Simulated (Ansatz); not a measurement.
Geometry optimisation, DFT PBE, scalar-relativistic, plane waves, PAW (Ansatz).

Input:

```yaml
crystal:
  lattice:
    - [0.0, 3.57, 3.57]
    - [3.57, 0.0, 3.57]
    - [3.57, 3.57, 0.0]
  atoms:
    - { symbol: C, position: [0.0, 0.0, 0.0] }
    - { symbol: C, position: [0.125, 0.125, 0.125] }
    - { symbol: C, position: [0.0, 0.0, 0.5] }
    - { symbol: C, position: [0.125, 0.125, 0.625] }
    - { symbol: C, position: [0.0, 0.5, 0.0] }
    - { symbol: C, position: [0.125, 0.625, 0.125] }
    - { symbol: C, position: [0.0, 0.5, 0.5] }
    - { symbol: C, position: [0.125, 0.625, 0.625] }
    - { symbol: C, position: [0.5, 0.0, 0.0] }
    - { symbol: C, position: [0.625, 0.125, 0.125] }
    - { symbol: C, position: [0.5, 0.0, 0.5] }
    - { symbol: C, position: [0.625, 0.125, 0.625] }
    - { symbol: C, position: [0.5, 0.5, 0.0] }
    - { symbol: C, position: [0.625, 0.625, 0.125] }
    - { symbol: C, position: [0.5, 0.5, 0.5] }
    - { symbol: C, position: [0.625, 0.625, 0.625] }
    - { symbol: H, position: [0.7420484, 0.2526254, 0.2528144] }
total_charge: 1
basis:
  ecutwfc: 420.0
kpoints:
  mp_grid: { grid: [3, 3, 3] }
hamiltonian:
  xc: pbe
scf:
  occupations: { method: gaussian, width: 0.02 }
  lower_state_search: "off"
relax:
  f_tol: 0.03
  max_steps: 60
  adjacent_minimum: "off"
output:
  write_density: true
  write_potential: true
  elf: true
  volumetric_format: npy
```

Command:

```bash
$ ansatz run input.yaml --threads 1 --pin off --max-ram 3072MiB --backend cpu --events-out ev --progress --plain --runs-dir out
```

Where does it end, and by what steps?

The forces met the threshold. Limits of this set-up: charged cell in a uniform background, uncorrected. After 10 steps the energy has fallen by 0.938 eV; H17 moved furthest, 0.85 Å. Joined: C12–H17, C15–H17.

| step | energy less start (eV) | largest force component (eV/Å) | accepted |
| --- | --- | --- | --- |
| 0 | 0.0000 | 1.232 | yes |
| 1 | -0.0964 | 0.358 | yes |
| 2 | -0.1160 | 0.205 | yes |
| 3 | -0.1396 | 0.354 | yes |
| 4 | -0.3249 | 0.739 | yes |
| 5 | -0.5666 | 0.763 | yes |
| 6 | -0.7827 | 0.520 | yes |
| 7 | -0.8838 | 0.651 | yes |
| 8 | -0.9333 | 0.154 | yes |
| 9 | -0.9376 | 0.089 | yes |
| 10 | -0.9379 | 0.009 | yes |

```xyz
17
Lattice="0.0000 3.5700 3.5700 3.5700 0.0000 3.5700 3.5700 3.5700 0.0000" Properties=species:S:1:pos:R:3
C -0.047 0.005 0.023
C 0.856 0.880 0.914
C 1.734 1.800 0.029
C 2.629 2.693 0.911
C 1.750 0.002 1.817
C 2.632 0.896 2.705
C 3.507 1.799 1.814
C 4.427 2.677 2.699
C -0.020 1.770 1.814
C 0.838 2.682 2.704
C 1.701 3.581 1.767
C 2.566 4.553 2.637
C 1.739 1.781 3.594
C 2.638 2.644 4.531
C 3.610 3.509 3.661
C 4.397 4.493 4.484
H 2.545 3.486 3.146
```

The run took 71 s on 1 thread of Arm Neoverse V2 (shared host), peak memory 0.34 GiB.
